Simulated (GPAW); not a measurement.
Crystal: DyTe.

```
Dy Te
1.0
     4.10402    0.00000    0.00000
    -2.05201    3.55418    0.00000
     0.00000    0.00000    4.00532
Dy Te
1 1
Direct
  0.00000 0.00000 0.00000
  0.66667 0.33333 0.50000
```

The cell comes from a database or a generator and needn't be the stable form of this composition.

Alike in all runs: program GPAW 26.7.0; functional LDA; potentials or basis the program's PAW data sets (release 1.2.1) made for this functional; cutoff 800 eV; basis pw; k mesh 5 × 5 × 5; occupations gaussian, width 0.05 eV; hubbard terms Dy f U = 2 eV.

Task: Only the start or the spin constraint differs. Which run ends lowest in energy?
A. no spin polarisation
B. collinear spin, ferromagnetic start of up to 1 μB; fixed moment 1
C. collinear spin, zero start

Result: B.

```tsv
start	free energy over the lowest (meV/atom)	net moment (μB)	site or absolute moments (μB)	gap
collinear spin, zero start	1161.1	0.00	-	0.03 eV
collinear spin, ferromagnetic start of up to 1 μB; fixed moment 1	0.0	1.00	Dy +1.37; Te -0.01	-
no spin polarisation	1161.1	-	-	0.03 eV
```

A still lower state may exist.

Caveats: one-centre terms of the f shell are cut off; spin-orbit coupling is left out, which moves the levels of the heavy elements; the magnetic or orbital state may not be the lowest (some runs); an odd mesh through Γ misses points on the zone boundary, where band edges often lie (some runs); the total moment is fixed, so each spin has its own Fermi level (some runs); the run has no moments, though such compounds are often magnetic (some runs); a magnetic state may lie lower (some runs).
